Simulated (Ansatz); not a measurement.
# B4Bi2: the cost of one run

Method: the levels named in each step, in Ansatz 0.2.0.

### 1 The system as given

Bond lengths: Bi1–B2 2.207 Å, Bi1–B3 2.382 Å, B2–B3 1.612 Å, Bi1–B4 1.941 Å, B2–B4 1.751 Å, B3–B4 1.597 Å, Bi1–Bi5 2.809 Å, B2–Bi5 1.941 Å, B4–Bi5 2.207 Å, B2–B6 1.597 Å, B3–B6 1.687 Å, B4–B6 1.612 Å, Bi5–B6 2.382 Å. Angles (14 of 44 angles, heavy atoms first): Bi1–B2–B3 75.4°, Bi1–B2–B4 57.4°, Bi1–B2–Bi5 85.0°, Bi1–B2–B6 114.2°, B3–B2–B4 56.5°, B3–B2–Bi5 129.0°, B3–B2–B6 63.4°, B4–B2–Bi5 73.2°, B4–B2–B6 57.4°, Bi5–B2–B6 84.1°, B2–Bi1–B3 40.9°, B2–Bi1–B4 49.4°, B2–Bi1–Bi5 43.5°, B3–Bi1–B4 41.8°.

Coordinates:

```xyz
6

Bi    0.0743    1.4126    0.0127
B    -1.0878   -0.2743    0.8341
B    -2.1892    0.6816    0.1464
B    -1.0868    0.1314   -0.8693
Bi    0.2588   -1.3907   -0.0073
B    -2.0754   -0.9617   -0.2154
```

### 2 A rough first relaxation, PBE-D4/def2-SVPD

This run stands in another session on the same molecule. It ended at:

```xyz
6

Bi   -0.2966    2.0554    0.1556
B    -0.8248   -0.1275    0.9430
B    -2.1324    0.6381    0.0256
B    -0.8036    0.0205   -0.9693
Bi   -0.0200   -2.0762   -0.1607
B    -2.0287   -0.9114   -0.0930
```

### 3 Relaxation, PBE0-D4/def2-TZVPPD

The input, input.yaml:

```yaml
crystal:
  periodic: [false, false, false]
  atoms:
    - { symbol: Bi, position_ang: [-0.29658631, 2.05537637, 0.15557809] }
    - { symbol: B, position_ang: [-0.82484104, -0.1274647, 0.9429664] }
    - { symbol: B, position_ang: [-2.13239833, 0.63808675, 0.02558516] }
    - { symbol: B, position_ang: [-0.80358434, 0.02048489, -0.96933973] }
    - { symbol: Bi, position_ang: [-0.02004848, -2.07618069, -0.16070273] }
    - { symbol: B, position_ang: [-2.0286815, -0.91144262, -0.09297719] }
magnetization:
  spin_polarized: true
  initial_magnetization: 1
total_charge: -1
basis:
  gaussian: { orbitals: def2-TZVPPD.json }
hamiltonian:
  xc: pbe0
  dispersion: d4
relax:
  f_tol: 0.002
  max_steps: 150
```

Run with:

```bash
ansatz run input.yaml --threads 4 --pin off --max-ram 10240MiB --backend cpu --events-out ev --progress --plain --runs-dir out
```

Q: Estimate wall time and peak memory on 4 threads of Arm Neoverse V2, shared host.

About 2.2 min, with a peak of 1.1 GiB.
